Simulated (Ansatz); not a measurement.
# BClH5NSi: small, medium and large basis sets

Aim: see how fast density functionals converge with the basis set for BClH5NSi.

Computed with Ansatz 0.2.0, Gaussian basis. Level: one geometry, several basis sets.

Plan: PBE0-D4/def2-SVP; ωB97M-V/def2-SVP; PBE0-D4/def2-QZVPP; ωB97M-V/def2-QZVPP; the functionals' def2-TZVPP values are taken from earlier runs.

**1. The geometry**

An earlier PBE0-D4 in a triple-zeta def2 set relaxation fixed the geometry.

SMILES `B[SiH](N)Cl`, 9 atoms, charge 0, spin multiplicity 1.

Atoms are counted from 1 here; the program's logs count them from 0.

Bond lengths: B1–Si2 1.939 Å, B1–H5 1.192 Å, B1–H6 1.194 Å, Si2–N3 1.689 Å, Si2–Cl4 2.216 Å, Si2–H7 1.479 Å, N3–H8 1.006 Å, N3–H9 1.007 Å. Angles: Si2–B1–H5 120.3°, Si2–B1–H6 118.1°, H5–B1–H6 121.2°, B1–Si2–N3 124.5°, B1–Si2–Cl4 63.0°, B1–Si2–H7 127.4°, N3–Si2–Cl4 116.0°, N3–Si2–H7 107.4°, Cl4–Si2–H7 103.5°, Si2–N3–H8 123.0°, Si2–N3–H9 121.7°, H8–N3–H9 112.7°.

**2. PBE0-D4 in def2-SVP**

Input file in.yaml:

```yaml
crystal:
  periodic: [false, false, false]
  atoms:
    - {symbol: B, position_ang: [-0.691037, 1.204871, -0.772386]}
    - {symbol: Si, position_ang: [0.579938, -0.116153, -0.140974]}
    - {symbol: N, position_ang: [0.549172, -0.816606, 1.395195]}
    - {symbol: Cl, position_ang: [-0.974536, -0.812512, -1.558068]}
    - {symbol: H, position_ang: [-0.436236, 1.876984, -1.723143]}
    - {symbol: H, position_ang: [-1.663459, 1.411558, -0.110207]}
    - {symbol: H, position_ang: [1.844537, -0.526787, -0.788315]}
    - {symbol: H, position_ang: [1.069029, -1.645662, 1.629496]}
    - {symbol: H, position_ang: [-0.188908, -0.621992, 2.051303]}
basis:
  gaussian: {orbitals: def2-SVP}
hamiltonian: {xc: pbe0, dispersion: d4}
output: {orbitals: {seedname: orbitals}}
```

Run with:

```
> ansatz run in.yaml --threads 2 --pin off --events-out ev --progress --plain --max-ram 4352MiB
```

After this run come: ωB97M-V in def2-SVP; PBE0-D4 in def2-QZVPP; ωB97M-V in def2-QZVPP.

Q: Predict the results of all the runs planned. Wanted: PBE0-D4: double and triple zeta above quadruple; ωB97M-V: double and triple zeta above quadruple.

The runs gave:

| quantity | value |
| --- | --- |
| PBE0-D4: double and triple zeta above quadruple | 10.59, 0.78 eV |
| ωB97M-V: double and triple zeta above quadruple | 10.64, 0.73 eV |

What this shows: For PBE0-D4 the step from double to triple zeta gains 9.81 eV and the next only 0.78 eV. These are total energies; as a rule much of such shifts cancels in differences, which this series doesn't test. The LUMO of ωB97M-V is positive and keeps falling with the basis (1.98 to 1.12 eV): an unbound level that the basis holds in place.
